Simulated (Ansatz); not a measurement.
# AsHO: the cost of one run

Program: Ansatz 0.2.0, Gaussian basis. Level of theory: def2-QZVPP, all electrons in the functionals. These are calculated values, not measurements.

To be run: PBE, BLYP, r2SCAN, B97M-V, PBE0, B3LYP, at charge 0, triplet; charge 0, singlet; charge 0, quintet; charge 1, doublet; charge 1, quartet.

10 further runs of the same task are left out: 10 set aside as unsound or not needed.

**1. What is computed**

The geometry is a PBE0/def2-TZVP stationary point (not a proven minimum). No spin-orbit coupling is included. The filled d shell of As may be among the frozen orbitals whatever the setting's name suggests; the logs give the count.

3 atoms, charge 0, spin multiplicity 3.

Atoms are counted from 1 here; the program's logs count them from 0.

Bond lengths: O1–As2 1.783 Å, O1–H3 0.962 Å. Angles: As2–O1–H3 112.3°.

No dispersion term is added; B97M-V holds VV10 nonlocal correlation. B3LYP takes the VWN-RPA correlation.

The geometry shown and the zero of energy belong to the point charge 0, triplet. The yardstick, RCCSD(T), and other wave-function levels (R restricted, U unrestricted, valence and pair active spaces) come from earlier runs.

**2. PBE, charge 0, triplet**

The input, in.yaml:

```yaml
crystal:
  periodic: [false, false, false]
  atoms:
    - {symbol: O, position_ang: [0.000000, 0.108243, 1.444740]}
    - {symbol: As, position_ang: [0.000000, -0.012952, -0.333665]}
    - {symbol: H, position_ang: [0.000000, -0.755462, 1.868932]}
basis:
  gaussian: {orbitals: "def2-QZVPP.json"}
magnetization: {spin_polarized: true, initial_magnetization: 2}
hamiltonian: {xc: {name: PBE}}
output: {orbitals: {seedname: orbitals}}
```

Run with:

```bash
> ansatz run in.yaml --threads 1 --pin off --events-out ev --progress --plain --max-ram 2393MiB
```

**Question.** How long does this run take on 1 thread of Arm Neoverse V1, shared host?

About 3.9 s.
